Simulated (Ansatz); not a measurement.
# HfN: the cost of one run

Method: DFT LDA, scalar-relativistic, plane waves, PAW, in Ansatz 0.2.0.

4 further runs of the same task are left out: 4 set aside as unsound or not needed.

### Step 1. The system as given

The structure is cubic, space group Fm-3m (No. 225). Conventional cell: a = 4.469 Å, b = 4.469 Å, c = 4.469 Å, α = 90.00°, β = 90.00°, γ = 90.00°. Hf (site symmetry m-3m) has 6 N at 2.23 Å as nearest neighbours. N (site symmetry m-3m) is surrounded by 6 Hf at 2.23 Å.

Coordinates:

```cif
data_structure
_symmetry_space_group_name_H-M 'P 1'
_symmetry_Int_Tables_number 1
_cell_length_a 3.1599
_cell_length_b 3.1599
_cell_length_c 3.1599
_cell_angle_alpha 60.000
_cell_angle_beta 60.000
_cell_angle_gamma 60.000
_cell_volume 22.31
loop_
_atom_site_label
_atom_site_type_symbol
_atom_site_fract_x
_atom_site_fract_y
_atom_site_fract_z
_atom_site_occupancy
Hf1 Hf 0.00000 0.00000 0.00000 1
N1 N 0.50000 0.50000 0.50000 1
```

This cell was relaxed beforehand with the same method: volume 11.15 Å³/atom, gap on the mesh none (metal).

### Step 2. The cell under 3 GPa

At a set pressure the run lowers the enthalpy E + PV, so the energy alone may rise along the way.

File input.yaml:

```yaml
crystal:
  lattice:
    - [0.0, 2.2343731873, 2.2343731873]
    - [2.2343731873, 0.0, 2.2343731873]
    - [2.2343731873, 2.2343731873, 0.0]
  atoms:
    - { symbol: Hf, position: [0.0, 0.0, 0.0] }
    - { symbol: "N", position: [0.5, 0.5, 0.5] }
basis:
  ecutwfc: 420
kpoints:
  mp_grid: { grid: [16, 16, 16] }
hamiltonian:
  xc: lda
scf:
  occupations: { method: fermi_dirac, width: 0.15 }
output:
  forces: true
  stress: true
  eigenvalues: true
relax:
  adjacent_minimum: "off"
  f_tol: 0.001
  max_steps: 60
  cell: { stress_tol: 0.02, p_target: 3.0 }
```

Command:

```bash
> ansatz run input.yaml --threads 1 --pin off --max-ram 3072MiB --backend cpu --events-out ev --progress --plain --runs-dir out
```

Q: Estimate wall time and peak memory on 1 thread of Arm Neoverse V2, shared host.

About 25 s, with a peak of 0.34 GiB.
